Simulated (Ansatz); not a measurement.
# ClFH4OSi2: up Jacob's ladder to CCSD(T)

The task here is to estimate one member of a computed series from the others.

Computed with Ansatz 0.2.0, Gaussian basis. Level: functionals in def2-TZVPP, the program's frozen cores in correlated methods.

Levels to be run: LDA (SPW92), PBE-D4, revPBE-D4, BLYP-D4, r2SCAN-D4, B97M-V, PBE0-D4, B3LYP-D4, r2SCANh-D4, r2SCAN0-D4, HSE06-D4, BHLYP-D4, CAM-B3LYP-D4, LC-ωPBE, ωB97X-V, ωB97M-V, B2PLYP, PBE-QIDH; CCSD(T)/def2-SVP; CCSD(T)/def2-TZVPP; MP2/def2-QZVPP; extrapolation to the limit; RPA on PBE.

**The relaxed structure**

The geometry comes from an earlier relaxation with PBE0-D4 in a triple-zeta def2 set; it is a stationary point, not always the lowest conformer.

SMILES `O[SiH](Cl)[SiH2]F`, 9 atoms, charge 0, spin multiplicity 1.

Atoms are counted from 1 here; the program's logs count them from 0.

Bond lengths: O1–Si2 1.638 Å, O1–H6 0.959 Å, Si2–Cl3 2.063 Å, Si2–Si4 2.352 Å, Si2–H7 1.479 Å, Si4–F5 1.609 Å, Si4–H8 1.485 Å, Si4–H9 1.487 Å. Angles: Si2–O1–H6 118.1°, O1–Si2–Cl3 111.1°, O1–Si2–Si4 111.4°, O1–Si2–H7 105.8°, Cl3–Si2–Si4 106.7°, Cl3–Si2–H7 107.7°, Si4–Si2–H7 114.2°, Si2–Si4–F5 106.7°, Si2–Si4–H8 112.5°, Si2–Si4–H9 111.9°, F5–Si4–H8 108.4°, F5–Si4–H9 107.6°, H8–Si4–H9 109.5°.

The first run:

Contents of in.yaml:

```yaml
crystal:
  periodic: [false, false, false]
  atoms:
    - {symbol: O, position_ang: [-2.024865, -0.242164, -0.072309]}
    - {symbol: Si, position_ang: [-0.586315, -0.519369, 0.660092]}
    - {symbol: Cl, position_ang: [-0.453269, 0.506250, 2.445342]}
    - {symbol: Si, position_ang: [1.210963, 0.208501, -0.671368]}
    - {symbol: F, position_ang: [0.831237, 1.682157, -1.194724]}
    - {symbol: H, position_ang: [-2.211215, 0.647272, -0.379939]}
    - {symbol: H, position_ang: [-0.564751, -1.965759, 0.970554]}
    - {symbol: H, position_ang: [2.482746, 0.294088, 0.089584]}
    - {symbol: H, position_ang: [1.404067, -0.657274, -1.864433]}
basis:
  gaussian: {orbitals: def2-TZVPP}
hamiltonian: {xc: lda}
output: {orbitals: {seedname: orbitals}}
```

Among the steps run: LDA; PBE-D4 (GGA); revPBE-D4 (GGA); BLYP-D4 (GGA); r2SCAN-D4 (meta-GGA); B97M-V (meta-GGA); PBE0-D4 (hybrid); B3LYP-D4 (hybrid); r2SCANh-D4 (hybrid); r2SCAN0-D4 (hybrid); HSE06-D4 (hybrid); BHLYP-D4 (hybrid); CAM-B3LYP-D4 (range-separated); LC-ωPBE (range-separated); ωB97X-V (range-separated); ωB97M-V (range-separated); B2PLYP (double hybrid); PBE-QIDH (double hybrid).

One table of the session follows, with a row left open; its other results are not shown here.

It belongs to the step «Orbital energies across the functionals». 

```
  functional  HOMO (eV)  gap (eV)
 LDA (SPW92)      -6.92      4.64
      PBE-D4      -6.83      4.80
   revPBE-D4      -6.79      4.88
     BLYP-D4      -6.73      4.86
   r2SCAN-D4      -7.13      5.40
      B97M-V      -7.23      5.32
     PBE0-D4          ?         ?
    B3LYP-D4      -7.90      6.53
  r2SCANh-D4      -7.59      6.15
  r2SCAN0-D4      -8.28      7.27
    HSE06-D4      -7.69      6.14
    BHLYP-D4      -9.28      9.00
CAM-B3LYP-D4      -9.42      9.27
     LC-ωPBE     -10.70     11.71
     ωB97X-V     -10.38     11.26
     ωB97M-V     -10.15     10.74
```

Q: Estimate the row for PBE0-D4 from the others.

The run gave: HOMO (eV): -8.09; gap (eV): 6.91. In the column «HOMO (eV)» it lies between r2SCAN0-D4 (-8.28) and B3LYP-D4 (-7.90).
